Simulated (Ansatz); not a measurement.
A run of Ansatz 0.2.0 is set up as follows.

input.yaml

```yaml
crystal:
  lattice:
    - [5.60663, -0.09346, -0.01409]
    - [1.61393, 5.33512, 0.00251]
    - [1.36916, 1.91529, 8.31543]
  atoms:
    - { symbol: Hf, position: [0.23317, 0.65161, 0.02284] }
    - { symbol: Hf, position: [0.76683, 0.34839, 0.97716] }
    - { symbol: Pd, position: [0.0, 0.5, 0.5] }
    - { symbol: Pd, position: [0.0, 0.0, 0.5] }
    - { symbol: Se, position: [0.02419, 0.33917, 0.25331] }
    - { symbol: Se, position: [0.97581, 0.66083, 0.74669] }
    - { symbol: Br, position: [0.5, 0.5, 0.5] }
    - { symbol: Br, position: [0.5, 0.0, 0.5] }
    - { symbol: O, position: [0.44792, 0.35724, 0.92101] }
    - { symbol: O, position: [0.55208, 0.64276, 0.07899] }
    - { symbol: O, position: [0.0, 0.0, 0.0] }
hamiltonian:
  xc: pbe
  pseudopotentials: { kind: paw }
  hubbard:
    sites:
      - { species: Hf, l: d, u_eff: 6.0 }
      - { species: Pd, l: d, u_eff: 6.0 }
kpoints:
  mp_grid: { grid: [5, 5, 4] }
scf:
  occupations: { method: fermi_dirac, width: 0.05 }
  n_extra_bands: 27
output:
  forces: true
  stress: true
  eigenvalues: true
  dos: { projected: true, de: 0.05, nscf_kmesh: { grid: [8, 8, 6] } }
  write_density: true
  write_potential: true
  elf: true
  volumetric_format: npy
```

Potentials or basis: Ansatz PAW.

Run with:

```console
$ ansatz run input.yaml --threads 8 --pin off --max-ram 20480MiB --backend cpu --events-out ev --progress --plain --runs-dir out
```

(1) Estimate the band gap on the k mesh.

(2) Estimate the pressure.

(3) Predict the largest force.

## Answers

(1) none (metal or under the smearing width).

(2) 2.7 GPa.

(3) 0.651 eV/Å.

Caveat: U without spin polarisation on a metal has little footing.
